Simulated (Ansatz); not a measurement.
# SrLiSbS3: the cost of one run

Computed with Ansatz 0.2.0 (DFT, PBE, plane-wave PAW, default files, scalar-relativistic, as far as a step names no other, unless a step's input says otherwise).

### 1 The system as given

The structure is monoclinic, space group P2_1/c (No. 14). Conventional cell: a = 5.930 Å, b = 12.326 Å, c = 7.941 Å, α = 90.00°, β = 90.31°, γ = 90.00°. Li (site symmetry 1) has 4 S at 2.58 to 2.67 Å as nearest neighbours. Sr (site symmetry 1) is surrounded by 6 S at 2.95 to 3.02 Å. Around Sb (site symmetry 1) lie 3 S at 2.42 to 2.48 Å. S (site symmetry 1) is surrounded by 1 Sb at 2.42 Å and 2 Li at 2.58 to 2.63 Å and 1 Sr at 2.99 Å. S (site symmetry 1) has 1 Sb at 2.45 Å and 1 Li at 2.65 Å and 2 Sr at 2.96 Å as nearest neighbours. S (site symmetry 1) is surrounded by 1 Sb at 2.48 Å and 1 Li at 2.67 Å and 3 Sr at 2.95 to 3.02 Å.

As a file:

```
CELL_PARAMETERS angstrom
5.93000 0.00000 0.00000
0.00000 12.32600 0.00000
-0.04310 0.00000 7.94088
ATOMIC_POSITIONS crystal
Li 0.25350 0.73630 0.36420
Li 0.74650 0.23630 0.13580
Li 0.74650 0.26370 0.63580
Li 0.25350 0.76370 0.86420
Sr 0.75477 0.57691 0.15304
Sr 0.24523 0.07691 0.34696
Sr 0.24523 0.42309 0.84696
Sr 0.75477 0.92309 0.65304
Sb 0.73471 0.90886 0.15088
Sb 0.26529 0.40886 0.34912
Sb 0.26529 0.09114 0.84912
Sb 0.73471 0.59114 0.65088
S 0.33100 0.87992 0.13616
S 0.66900 0.37992 0.36384
S 0.66900 0.12008 0.86384
S 0.33100 0.62008 0.63616
S 0.81260 0.77132 0.36695
S 0.18740 0.27132 0.13305
S 0.18740 0.22868 0.63305
S 0.81260 0.72868 0.86695
S 0.74180 0.06662 0.34551
S 0.25820 0.56662 0.15449
S 0.25820 0.93338 0.65449
S 0.74180 0.43338 0.84551
```

### 2 First run, atoms as given

The input, input.yaml:

```yaml
crystal:
  lattice:
    - [5.93, 0.0, 0.0]
    - [0.0, 12.326, 0.0]
    - [-0.0431033297, 0.0, 7.9408830178]
  atoms:
    - { symbol: Li, position: [0.2535, 0.7363, 0.3642] }
    - { symbol: Li, position: [0.7465, 0.2363, 0.1358] }
    - { symbol: Li, position: [0.7465, 0.2637, 0.6358] }
    - { symbol: Li, position: [0.2535, 0.7637, 0.8642] }
    - { symbol: Sr, position: [0.75477, 0.57691, 0.15304] }
    - { symbol: Sr, position: [0.24523, 0.07691, 0.34696] }
    - { symbol: Sr, position: [0.24523, 0.42309, 0.84696] }
    - { symbol: Sr, position: [0.75477, 0.92309, 0.65304] }
    - { symbol: Sb, position: [0.73471, 0.90886, 0.15088] }
    - { symbol: Sb, position: [0.26529, 0.40886, 0.34912] }
    - { symbol: Sb, position: [0.26529, 0.09114, 0.84912] }
    - { symbol: Sb, position: [0.73471, 0.59114, 0.65088] }
    - { symbol: S, position: [0.331, 0.87992, 0.13616] }
    - { symbol: S, position: [0.669, 0.37992, 0.36384] }
    - { symbol: S, position: [0.669, 0.12008, 0.86384] }
    - { symbol: S, position: [0.331, 0.62008, 0.63616] }
    - { symbol: S, position: [0.8126, 0.77132, 0.36695] }
    - { symbol: S, position: [0.1874, 0.27132, 0.13305] }
    - { symbol: S, position: [0.1874, 0.22868, 0.63305] }
    - { symbol: S, position: [0.8126, 0.72868, 0.86695] }
    - { symbol: S, position: [0.7418, 0.06662, 0.34551] }
    - { symbol: S, position: [0.2582, 0.56662, 0.15449] }
    - { symbol: S, position: [0.2582, 0.93338, 0.65449] }
    - { symbol: S, position: [0.7418, 0.43338, 0.84551] }
kpoints:
  mp_grid: { grid: [5, 3, 4] }
scf:
  occupations: { method: fermi_dirac, width: 0.02 }
hamiltonian:
  xc: pbe
  pseudopotentials: { kind: paw }
output:
  forces: true
  stress: true
  populations: true
  efg:
    quadrupole_moments_barn: { Li: -0.0401, Sr: 0.305, Sb: -0.543, S: -0.0694 }
    contact_densities: true
```

Run with:

```bash
$ ansatz run input.yaml --threads 1 --pin off --max-ram 3072MiB --backend cpu --events-out ev --progress --plain --runs-dir out
```

Q: Estimate wall time and peak memory on 1 thread of Arm Neoverse V1, shared host.

About 2.7 min, with a peak of 1.4 GiB.
